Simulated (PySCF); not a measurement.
# C5H11ClSi: the cost of one run

The runs use PySCF 2.14.0, with density-fitted response routines of our own; the level of theory stands in each step. All values are computed, except where a source is named. Atoms are numbered from 0 throughout.

### 1 The starting structure

18 atoms, charge 0, multiplicity 1; geometry from: GFN2-xTB.

Bonds of the start (Å): C0–C1 1.53, C1–C2 1.53, C1–Si3 1.92, Si3–C4 1.88, C4–C5 1.32, C5–Cl6 1.73, C0–H7 1.09, C0–H8 1.09, C0–H9 1.09, C1–H10 1.10, C2–H11 1.09, C2–H12 1.09, C2–H13 1.09, Si3–H14 1.47, Si3–H15 1.47, C4–H16 1.08, C5–H17 1.08.

### 2 TDDFT and polarisability: PBE0/def2-SVPD

The job: settings as JSON, then the geometry in Å.

```
{"job": {"kind": "uv", "xc": "PBE0", "basis": "def2-SVPD", "nstates": 8, "ntriplets": 3}, "charge": 0, "multiplicity": 1}
C     -1.461299     1.385897    -0.228989
C     -1.124382    -0.058457    -0.595579
C     -1.388130    -0.975600     0.597504
Si     0.678342    -0.232958    -1.219875
C      1.844194     0.329627     0.150290
C      2.487762    -0.508457     0.941987
Cl     3.530401    -0.003635     2.225280
H     -1.297147     2.051441    -1.073608
H     -2.504582     1.471224     0.073330
H     -0.843104     1.723230     0.600315
H     -1.798150    -0.362403    -1.404125
H     -2.422625    -0.886324     0.927723
H     -0.741932    -0.712018     1.432979
H     -1.202899    -2.015558     0.337096
H      0.948814    -1.635514    -1.550781
H      0.886239     0.626121    -2.390784
H      1.974924     1.391507     0.309653
H      2.424814    -1.581807     0.855928
```

Level: TDDFT PBE0/def2-SVPD, vertical, gas phase, core orbitals frozen in the response.

The run is started by

```console
$ OMP_NUM_THREADS=1 python probes_run.py task.json out
```

The driver reads the jobs from task.json and runs them one after another.

**Question.** How long does this job take on 1 thread of Arm Neoverse N1, shared host, and how much memory does it need?

About 88 s, with a peak of 1 GiB.
